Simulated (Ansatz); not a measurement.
# BP: further runs on the relaxed cell

The task here is to estimate one member of a computed series from the others.

Program: Ansatz 0.2.0. Level of theory: DFT PBE, scalar-relativistic, plane waves, PAW. These are calculated values, not measurements.

## The starting structure

Symmetry: F-43m, No. 216, cubic system. Conventional cell: a = 4.548 Å, b = 4.548 Å, c = 4.548 Å, α = 90.00°, β = 90.00°, γ = 90.00°. B (site symmetry -43m) has 4 P at 1.97 Å as nearest neighbours. P (site symmetry -43m) is surrounded by 4 B at 1.97 Å.

As a file:

```cif
data_structure
_symmetry_space_group_name_H-M 'F-43m'
_symmetry_Int_Tables_number 216
_cell_length_a 4.5483
_cell_length_b 4.5483
_cell_length_c 4.5483
_cell_angle_alpha 90.000
_cell_angle_beta 90.000
_cell_angle_gamma 90.000
_cell_volume 94.09
loop_
_atom_site_label
_atom_site_type_symbol
_atom_site_symmetry_multiplicity
_atom_site_Wyckoff_symbol
_atom_site_fract_x
_atom_site_fract_y
_atom_site_fract_z
_atom_site_occupancy
B1 B 4 a 0.00000 0.00000 0.00000 1
P1 P 4 d 0.25000 0.25000 0.75000 1
```

It is the result of an earlier relaxation at this level (volume 11.76 Å³/atom; gap on the mesh: 1.25 eV).

Set-up of the first run:

Contents of input.yaml:

```yaml
crystal:
  lattice:
    - [0.0, 2.2741519229, 2.2741519229]
    - [2.2741519229, 0.0, 2.2741519229]
    - [2.2741519229, 2.2741519229, 0.0]
  atoms:
    - { symbol: B, position: [0.0, 0.0, 0.0] }
    - { symbol: P, position: [0.25, 0.25, 0.25] }
basis:
  ecutwfc: 420
kpoints:
  mp_grid: { grid: [10, 10, 10] }
  band_path:
    path:
      - [[0.0, 0.0, 0.0], [-0.5, -0.5, 0.0], [-0.375, -0.375, 0.25]]
      - [[-0.375, 0.0, 0.375], [0.0, 0.0, 0.0], [0.0, 0.0, 0.5], [-0.5, -0.25, 0.25], [-0.5, -0.5, 0.0]]
    npoints: 14
hamiltonian:
  xc: pbe
scf:
  occupations: { method: gaussian, width: 0.02 }
  n_extra_bands: 6
output:
  forces: true
  stress: true
  eigenvalues: true
  populations: true
  dos: { projected: true, de: 0.02, nscf_kmesh: { grid: [15, 15, 15] } }
  bader: true
  write_density: true
  write_potential: true
  elf: true
  volumetric_format: npy
```

Launch:

```sh
$ ansatz run input.yaml --threads 1 --pin off --max-ram 2560MiB --backend cpu --events-out ev --progress --plain --runs-dir out
```

Among the steps run: Bands, states and charges; Band edges anywhere in the zone; Eigenvalues a small step from each edge; Back to the database's cell; Point at V/V0 = 0.97; The cell scaled to 1.03 of its volume; Volume × 0.94; Volume × 1.06; Point at V/V0 = 0.91; Volume × 1.10; The cell scaled to 0.88 of its volume.

One table of the session follows, with a row left open; its other results are not shown here.

It belongs to the step «Equation of state». 

```
volume (Å³/atom)  energy above the lowest point (meV/atom)  pressure (GPa)  gap on the mesh (eV)
          10.350                                     105.0           26.36                  1.07
          10.703                                      56.1           18.27                  1.12
          11.056                                      23.7           11.29                  1.17
          11.409                                       5.6            5.24                  1.21
          11.761                                       0.0            0.01                  1.25
          12.114                                         ?               ?                     ?
          12.467                                      19.4           -8.43                  1.33
          12.938                                      50.9          -12.84                  1.38
```

Q: Estimate the row for volume (Å³/atom) = 12.114 from the others.

Worked estimate for «energy above the lowest point (meV/atom)». A straight line through the neighbours (11.761, 0.0) and (12.467, 19.4) gives 0.0 + (19.4 − 0.0) × (12.114 − 11.761) / (12.467 − 11.761) = 9.7; a parabola fitted to 4 rows on both sides gives 5.2.

As computed: energy above the lowest point (meV/atom): 5.1; pressure (GPa): -4.51; gap on the mesh (eV): 1.29. In «energy above the lowest point (meV/atom)» the line misses by +4.6 and the parabola by +0.1.

To keep in mind: The absorption edge (3.4 eV along x) is to be set beside the least direct gap on the SCF mesh, 3.39 eV; the indirect gap of 1.25 eV gives no absorption without phonons.
